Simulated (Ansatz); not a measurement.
**NbCl₂F₃: up Jacob's ladder to CCSD(T)**

The task here is to estimate one member of a computed series from the others.

Computed with Ansatz 0.2.0, Gaussian basis. Level: functionals in def2-TZVPP, the program's frozen cores in correlated methods.

The runs, in order: LDA (SPW92), PBE-D4, revPBE-D4, BLYP-D4, r2SCAN-D4, B97M-V, PBE0-D4, B3LYP-D4, r2SCANh-D4, r2SCAN0-D4, HSE06-D4, BHLYP-D4, CAM-B3LYP-D4, LC-ωPBE, ωB97X-V, ωB97M-V, B2PLYP, PBE-QIDH; CCSD(T)/def2-SVP; CCSD(T)/def2-TZVPP; MP2/def2-QZVPP; extrapolation to the limit; RPA on PBE.

### The relaxed structure

All runs share one geometry, relaxed beforehand with PBE0-D4 in a triple-zeta def2 set. Nb takes the def2 core potential; no spin-orbit term is included.

SMILES `[F][Nb]([F])([F])([Cl])[Cl]`, 6 atoms, charge 0, spin multiplicity 1.

Atoms are counted from 1 here; the program's logs count them from 0.

Bond lengths: F1–Nb2 1.835 Å, Nb2–F3 1.835 Å, Nb2–F4 1.863 Å, Nb2–Cl5 2.248 Å, Nb2–Cl6 2.311 Å. Angles: F1–Nb2–F3 128.2°, F1–Nb2–F4 86.6°, F1–Nb2–Cl5 115.9°, F1–Nb2–Cl6 88.7°, F3–Nb2–F4 86.6°, F3–Nb2–Cl5 115.9°, F3–Nb2–Cl6 88.7°, F4–Nb2–Cl5 94.5°, F4–Nb2–Cl6 169.2°, Cl5–Nb2–Cl6 96.2°.

Set-up of the first run:

in.yaml reads:

```yaml
crystal:
  periodic: [false, false, false]
  atoms:
    - {symbol: F, position_ang: [-1.424521, -0.875192, 0.795891]}
    - {symbol: Nb, position_ang: [0.013340, -0.080928, -0.021047]}
    - {symbol: F, position_ang: [1.793974, -0.469802, 0.188262]}
    - {symbol: F, position_ang: [-0.038930, -1.489961, -1.237992]}
    - {symbol: Cl, position_ang: [-0.473721, 1.493292, -1.550651]}
    - {symbol: Cl, position_ang: [0.171959, 1.358491, 1.779434]}
basis:
  gaussian: {orbitals: def2-TZVPP}
hamiltonian: {xc: lda}
output: {orbitals: {seedname: orbitals}}
```

Started as:

```console
> ansatz run in.yaml --threads 4 --pin off --events-out ev --progress --plain --max-ram 10444MiB
```

Among the steps run: LDA; PBE-D4 (GGA); revPBE-D4 (GGA); BLYP-D4 (GGA); r2SCAN-D4 (meta-GGA); B97M-V (meta-GGA); PBE0-D4 (hybrid); B3LYP-D4 (hybrid); r2SCANh-D4 (hybrid); r2SCAN0-D4 (hybrid); HSE06-D4 (hybrid); BHLYP-D4 (hybrid); CAM-B3LYP-D4 (range-separated); LC-ωPBE (range-separated); ωB97X-V (range-separated); ωB97M-V (range-separated); B2PLYP (double hybrid); PBE-QIDH (double hybrid).

One of the session's tables, all rows but one given; the rest of the session is left out.

It belongs to the step «Orbital energies across the functionals». 

```
  functional  HOMO (eV)  LUMO (eV)  gap (eV)
 LDA (SPW92)          ?          ?         ?
      PBE-D4      -8.33      -4.62      3.70
   revPBE-D4      -8.26      -4.54      3.72
     BLYP-D4      -8.17      -4.51      3.65
   r2SCAN-D4      -8.72      -4.66      4.06
      B97M-V      -8.79      -4.61      4.18
     PBE0-D4      -9.75      -4.03      5.72
    B3LYP-D4      -9.47      -4.22      5.25
  r2SCANh-D4      -9.23      -4.42      4.82
  r2SCAN0-D4     -10.01      -4.03      5.97
    HSE06-D4      -9.34      -4.40      4.94
    BHLYP-D4     -11.01      -3.23      7.78
CAM-B3LYP-D4     -11.07      -2.99      8.08
     LC-ωPBE     -12.44      -1.87     10.57
     ωB97X-V     -12.07      -1.92     10.15
     ωB97M-V     -11.92      -1.93      9.99
```

Q: Estimate the row for LDA (SPW92) from the others.

As computed: HOMO (eV): -8.52; LUMO (eV): -4.85; gap (eV): 3.67. In the column «HOMO (eV)» it lies between r2SCAN-D4 (-8.72) and PBE-D4 (-8.33).
